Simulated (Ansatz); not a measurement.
# GaH₇OSi₂: one species, many methods

The task here is to estimate one member of a computed series from the others.

Computed with Ansatz 0.2.0, Gaussian basis. Level: functionals in def2-TZVPP, the program's frozen cores in correlated methods.

Levels to be run: LDA (SPW92), PBE-D4, revPBE-D4, BLYP-D4, r2SCAN-D4, B97M-V, PBE0-D4, B3LYP-D4, r2SCANh-D4, r2SCAN0-D4, HSE06-D4, BHLYP-D4, CAM-B3LYP-D4, LC-ωPBE, ωB97X-V, ωB97M-V, B2PLYP, PBE-QIDH; CCSD(T)/def2-SVP; CCSD(T)/def2-TZVPP; MP2/def2-QZVPP; extrapolation to the limit; RPA on PBE.

## The geometry

The geometry comes from an earlier relaxation with PBE0-D4 in a triple-zeta def2 set; it is a stationary point, not always the lowest conformer.

SMILES `O[SiH]([SiH3])[GaH2]`, 11 atoms, charge 0, spin multiplicity 1.

Atoms are counted from 1 here; the program's logs count them from 0.

Bond lengths: O1–Si2 1.664 Å, O1–H5 0.958 Å, Si2–Si3 2.341 Å, Si2–Ga4 2.416 Å, Si2–H6 1.500 Å, Si3–H7 1.488 Å, Si3–H8 1.489 Å, Si3–H9 1.489 Å, Ga4–H10 1.577 Å, Ga4–H11 1.574 Å. Angles: Si2–O1–H5 117.2°, O1–Si2–Si3 106.7°, O1–Si2–Ga4 114.2°, O1–Si2–H6 110.7°, Si3–Si2–Ga4 110.9°, Si3–Si2–H6 106.8°, Ga4–Si2–H6 107.2°, Si2–Si3–H7 112.0°, Si2–Si3–H8 110.8°, Si2–Si3–H9 108.1°, H7–Si3–H8 108.6°, H7–Si3–H9 109.0°, H8–Si3–H9 108.3°, Si2–Ga4–H10 121.4°, Si2–Ga4–H11 120.8°, H10–Ga4–H11 117.8°.

As a file:

```xyz
11
charge 0, multiplicity 1
O    -0.6028    1.7399   -1.0144
Si   -0.3450    0.6324    0.1997
Si    1.9243    0.0635    0.1220
Ga   -1.7345   -1.3391    0.0555
H    -1.5112    1.9039   -1.2711
H    -0.5917    1.2509    1.5435
H     2.8013    1.2638    0.1813
H     2.2368   -0.6928   -1.1214
H     2.2227   -0.8116    1.2894
H    -2.9087   -1.4430   -0.9925
H    -1.4912   -2.5678    1.0080
```

The first run:

Contents of in.yaml:

```yaml
crystal:
  periodic: [false, false, false]
  atoms:
    - {symbol: O, position_ang: [-0.602780, 1.739889, -1.014449]}
    - {symbol: Si, position_ang: [-0.345000, 0.632379, 0.199720]}
    - {symbol: Si, position_ang: [1.924259, 0.063504, 0.122046]}
    - {symbol: Ga, position_ang: [-1.734513, -1.339138, 0.055459]}
    - {symbol: H, position_ang: [-1.511177, 1.903898, -1.271065]}
    - {symbol: H, position_ang: [-0.591720, 1.250878, 1.543457]}
    - {symbol: H, position_ang: [2.801296, 1.263841, 0.181289]}
    - {symbol: H, position_ang: [2.236797, -0.692830, -1.121396]}
    - {symbol: H, position_ang: [2.222672, -0.811620, 1.289406]}
    - {symbol: H, position_ang: [-2.908663, -1.442995, -0.992518]}
    - {symbol: H, position_ang: [-1.491170, -2.567816, 1.008032]}
basis:
  gaussian: {orbitals: def2-TZVPP}
hamiltonian: {xc: lda}
output: {orbitals: {seedname: orbitals}}
```

Run with:

```
> ansatz run in.yaml --threads 4 --pin off --events-out ev --progress --plain --max-ram 10444MiB
```

Among the steps run: LDA; PBE-D4 (GGA); revPBE-D4 (GGA); BLYP-D4 (GGA); r2SCAN-D4 (meta-GGA); B97M-V (meta-GGA); PBE0-D4 (hybrid); B3LYP-D4 (hybrid); r2SCANh-D4 (hybrid); r2SCAN0-D4 (hybrid); HSE06-D4 (hybrid); BHLYP-D4 (hybrid); CAM-B3LYP-D4 (range-separated); LC-ωPBE (range-separated); ωB97X-V (range-separated); ωB97M-V (range-separated); B2PLYP (double hybrid); PBE-QIDH (double hybrid).

One table of the session follows, with a row left open; its other results are not shown here.

It belongs to the step «Frontier levels by functional». 

| functional | HOMO (eV) | LUMO (eV) | gap (eV) |
| --- | --- | --- | --- |
| LDA (SPW92) | -6.20 | -3.21 | 2.99 |
| PBE-D4 | -6.09 | -2.95 | 3.14 |
| revPBE-D4 | -6.05 | -2.83 | 3.21 |
| BLYP-D4 | -5.96 | -2.88 | 3.08 |
| r2SCAN-D4 | -6.34 | -2.75 | 3.59 |
| B97M-V | -6.45 | -2.97 | 3.48 |
| PBE0-D4 | -7.15 | -2.19 | 4.97 |
| B3LYP-D4 | -6.97 | -2.43 | 4.54 |
| r2SCANh-D4 | -6.73 | -2.48 | 4.25 |
| r2SCAN0-D4 | -7.31 | -2.08 | 5.23 |
| HSE06-D4 | -6.76 | -2.55 | 4.21 |
| BHLYP-D4 | ? | ? | ? |
| CAM-B3LYP-D4 | -8.38 | -1.28 | 7.10 |
| LC-ωPBE | -9.64 | -0.12 | 9.52 |
| ωB97X-V | -9.33 | -0.27 | 9.06 |
| ωB97M-V | -9.12 | -0.49 | 8.63 |

**Question.** Estimate the row for BHLYP-D4.

Worked estimate for «HOMO (eV)». Against the share of exact exchange, BLYP-D4 (0, -5.96), B3LYP-D4 (0.2, -6.97) give a slope of -5.05 per unit share; at 0.5 the line stands at -8.48.

The run gave: HOMO (eV): -8.11; LUMO (eV): -1.44; gap (eV): 6.67. In «HOMO (eV)» the line misses by -0.37.
